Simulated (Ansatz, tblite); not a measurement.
# C₄₀H₃₆N₆Si₂: one state, many levels

Aim: run the singlet of C₄₀H₃₆N₆Si₂ at one geometry on many levels, and compare frontier levels, spin and run time.

Method: as each input shows; program: Ansatz 0.2.0, Gaussian basis.

Plan: GFN1-xTB, GFN2-xTB, PBE-D4/def2-SVP, r2SCAN-D4/def2-SVP.

1 further run of the same task is left out (set aside as unsound or not needed).

## Step 1: The relaxed structure

The singlet was relaxed beforehand with r2SCAN-D4/def2-SVP.

SMILES `C[Si](C)(C)C#Cc1ccc(-c2ccc(-c3ccc(-c4ccc(-c5ccc(-c6ccc(C#C[Si](C)(C)C)nc6)nc5)nc4)nc3)nc2)nc1`, 84 atoms, charge 0, spin multiplicity 1.

Bond lengths: C1–Si2 1.879 Å, C1–H49 1.103 Å, C1–H50 1.102 Å, C1–H51 1.102 Å, Si2–C3 1.879 Å, Si2–C4 1.878 Å, Si2–C5 1.847 Å, C3–H52 1.103 Å, C3–H53 1.102 Å, C3–H54 1.102 Å, C4–H55 1.103 Å, C4–H56 1.102 Å, C4–H57 1.102 Å, C5–C6 1.229 Å, C6–C7 1.418 Å, C7–C8 1.410 Å, C7–C48 1.417 Å, C8–C9 1.388 Å and more. Angles: Si2–C1–H49 110.6°, Si2–C1–H50 111.2°, Si2–C1–H51 111.2°, H49–C1–H50 107.9°, H49–C1–H51 107.9°, H50–C1–H51 107.8°, C1–Si2–C3 110.5°, C1–Si2–C4 110.6°, C1–Si2–C5 108.3°, C3–Si2–C4 110.7°, C3–Si2–C5 108.2°, C4–Si2–C5 108.5°, Si2–C3–H52 110.6°, Si2–C3–H53 111.2°, Si2–C3–H54 111.2°, H52–C3–H53 107.9°, H52–C3–H54 107.9°, H53–C3–H54 107.8° and more.

PBE0-D4/def2-SVP was run before; its log isn't repeated, and its numbers join the tables.

## Step 2: GFN1-xTB

Tight binding, by tblite at 300 K electronic temperature and without a spin-polarisation term:

```python
tblite.interface.Calculator('GFN1-xTB', numbers, positions, charge=0, uhf=0).singlepoint()
```

Energy -3446.5174 eV, HOMO -11.14 eV, LUMO -8.96 eV; 0.54 s.

## Step 3: GFN2-xTB

Tight binding, by tblite at 300 K electronic temperature and without a spin-polarisation term:

```python
tblite.interface.Calculator('GFN2-xTB', numbers, positions, charge=0, uhf=0).singlepoint()
```

Energy -3396.7284 eV, HOMO -9.77 eV, LUMO -8.13 eV; 0.5 s.

## Step 4: PBE-D4/def2-SVP

start.molden holds the orbitals of an earlier run on this state, given as this run's starting guess.

Contents of in.yaml:

```yaml
crystal:
  periodic: [false, false, false]
  atoms:
    - {symbol: C, position_ang: [-16.972933, -0.985905, 1.474040]}
    - {symbol: Si, position_ang: [-16.252265, -1.347039, -0.223140]}
    - {symbol: C, position_ang: [-17.096544, -0.298950, -1.534034]}
    - {symbol: C, position_ang: [-16.407756, -3.173017, -0.632624]}
    - {symbol: C, position_ang: [-14.459333, -0.904428, -0.196495]}
    - {symbol: C, position_ang: [-13.268283, -0.602216, -0.171951]}
    - {symbol: C, position_ang: [-11.893795, -0.252812, -0.145027]}
    - {symbol: C, position_ang: [-11.456265, 1.079945, -0.292331]}
    - {symbol: C, position_ang: [-10.097018, 1.359699, -0.258184]}
    - {symbol: C, position_ang: [-9.174660, 0.309127, -0.073638]}
    - {symbol: C, position_ang: [-7.716635, 0.535603, -0.026750]}
    - {symbol: C, position_ang: [-7.128466, 1.811641, -0.014277]}
    - {symbol: C, position_ang: [-5.745139, 1.935850, 0.025464]}
    - {symbol: C, position_ang: [-4.947229, 0.775389, 0.057138]}
    - {symbol: C, position_ang: [-3.472385, 0.830972, 0.100269]}
    - {symbol: C, position_ang: [-2.743762, 2.021652, 0.262428]}
    - {symbol: C, position_ang: [-1.354979, 1.986878, 0.280026]}
    - {symbol: C, position_ang: [-0.693568, 0.751991, 0.129382]}
    - {symbol: C, position_ang: [0.778601, 0.634861, 0.122611]}
    - {symbol: C, position_ang: [1.394109, -0.630127, 0.114163]}
    - {symbol: C, position_ang: [2.778971, -0.723877, 0.104051]}
    - {symbol: C, position_ang: [3.552739, 0.454846, 0.102365]}
    - {symbol: C, position_ang: [5.029575, 0.444665, 0.096017]}
    - {symbol: C, position_ang: [5.747388, 1.650539, -0.002028]}
    - {symbol: C, position_ang: [7.134602, 1.629773, -0.011282]}
    - {symbol: C, position_ang: [7.810491, 0.395516, 0.079247]}
    - {symbol: C, position_ang: [9.284498, 0.295155, 0.070944]}
    - {symbol: C, position_ang: [10.135486, 1.411852, -0.006693]}
    - {symbol: C, position_ang: [11.511807, 1.227572, -0.009789]}
    - {symbol: C, position_ang: [12.024914, -0.084733, 0.066208]}
    - {symbol: C, position_ang: [13.437998, -0.297333, 0.064248]}
    - {symbol: C, position_ang: [14.657715, -0.439577, 0.064442]}
    - {symbol: Si, position_ang: [16.484208, -0.702042, 0.075190]}
    - {symbol: C, position_ang: [17.139335, -0.205409, 1.765467]}
    - {symbol: C, position_ang: [17.247256, 0.373350, -1.264265]}
    - {symbol: C, position_ang: [16.825243, -2.517678, -0.259344]}
    - {symbol: N, position_ang: [11.222081, -1.166802, 0.140910]}
    - {symbol: C, position_ang: [9.909025, -0.971014, 0.142892]}
    - {symbol: N, position_ang: [7.126200, -0.759816, 0.179351]}
    - {symbol: C, position_ang: [5.799954, -0.732448, 0.187727]}
    - {symbol: N, position_ang: [2.966138, 1.666932, 0.097282]}
    - {symbol: C, position_ang: [1.642257, 1.748119, 0.106586]}
    - {symbol: N, position_ang: [-1.387282, -0.393988, -0.010006]}
    - {symbol: C, position_ang: [-2.713301, -0.353755, -0.021292]}
    - {symbol: N, position_ang: [-5.506568, -0.449738, 0.042179]}
    - {symbol: C, position_ang: [-6.827258, -0.561451, 0.003868]}
    - {symbol: N, position_ang: [-9.592242, -0.964939, 0.061513]}
    - {symbol: C, position_ang: [-10.887257, -1.234640, 0.027279]}
    - {symbol: H, position_ang: [-18.047223, -1.234449, 1.499617]}
    - {symbol: H, position_ang: [-16.469240, -1.577428, 2.255087]}
    - {symbol: H, position_ang: [-16.864893, 0.078944, 1.735151]}
    - {symbol: H, position_ang: [-18.174126, -0.529157, -1.581060]}
    - {symbol: H, position_ang: [-16.989297, 0.775570, -1.315344]}
    - {symbol: H, position_ang: [-16.666534, -0.484935, -2.531169]}
    - {symbol: H, position_ang: [-17.467878, -3.476119, -0.657404]}
    - {symbol: H, position_ang: [-15.967299, -3.400664, -1.616447]}
    - {symbol: H, position_ang: [-15.895343, -3.795175, 0.118468]}
    - {symbol: H, position_ang: [-12.189788, 1.878020, -0.435275]}
    - {symbol: H, position_ang: [-9.759028, 2.390400, -0.384349]}
    - {symbol: H, position_ang: [-7.741936, 2.715992, -0.028942]}
    - {symbol: H, position_ang: [-5.294880, 2.930281, 0.025489]}
    - {symbol: H, position_ang: [-3.251830, 2.981245, 0.388896]}
    - {symbol: H, position_ang: [-0.794493, 2.912587, 0.422070]}
    - {symbol: H, position_ang: [0.757732, -1.518085, 0.113041]}
    - {symbol: H, position_ang: [3.253032, -1.707263, 0.091813]}
    - {symbol: H, position_ang: [5.186306, 2.585459, -0.070719]}
    - {symbol: H, position_ang: [7.685140, 2.569278, -0.092041]}
    - {symbol: H, position_ang: [9.734842, 2.426922, -0.063720]}
    - {symbol: H, position_ang: [12.197464, 2.076006, -0.068444]}
    - {symbol: H, position_ang: [18.231897, -0.347949, 1.816114]}
    - {symbol: H, position_ang: [16.924755, 0.853535, 1.981012]}
    - {symbol: H, position_ang: [16.680221, -0.811466, 2.562759]}
    - {symbol: H, position_ang: [16.853284, 0.110281, -2.258961]}
    - {symbol: H, position_ang: [18.342496, 0.245248, -1.288420]}
    - {symbol: H, position_ang: [17.034848, 1.440134, -1.088659]}
    - {symbol: H, position_ang: [16.424536, -2.823305, -1.238980]}
    - {symbol: H, position_ang: [16.358455, -3.155903, 0.507788]}
    - {symbol: H, position_ang: [17.909776, -2.718438, -0.256777]}
    - {symbol: H, position_ang: [9.271666, -1.859345, 0.206111]}
    - {symbol: H, position_ang: [5.314932, -1.712252, 0.279120]}
    - {symbol: H, position_ang: [1.237674, 2.767500, 0.086075]}
    - {symbol: H, position_ang: [-3.245528, -1.304096, -0.136820]}
    - {symbol: H, position_ang: [-7.245645, -1.573448, -0.007107]}
    - {symbol: H, position_ang: [-11.179744, -2.286155, 0.141939]}
basis:
  gaussian: {orbitals: def2-SVP, fitting: {mean_field: def2-universal-jkfit}, initial_orbitals: start.molden}
hamiltonian: {xc: pbe, dispersion: d4}
scf: {omitted_lower_state_checks: [starts]}
output: {orbitals: {seedname: orbitals}}
```

On the command line:

```
> ansatz run in.yaml --threads 4 --pin off --events-out ev --progress --plain --max-ram 66560MiB --backend cuda --devices 0, --max-vram 37GiB
```

After this run come: r2SCAN-D4/def2-SVP.

Q: Predict the results of all the runs planned. Wanted: gap in def2-SVP, named functionals, smallest and largest; binding an atom, functionals in def2-SVP.

As calculated:

```
                                                quantity                                 value
gap in def2-SVP, named functionals, smallest and largest   2.18 eV (PBE-D4), 3.61 eV (PBE0-D4)
                binding an atom, functionals in def2-SVP  5.11 (r2SCAN-D4) to 5.29 eV (PBE-D4)
```

In words: Orbital gaps of the named functionals in def2-SVP span 2.18 eV (PBE-D4) to 3.61 eV (PBE0-D4); exact exchange widens it.
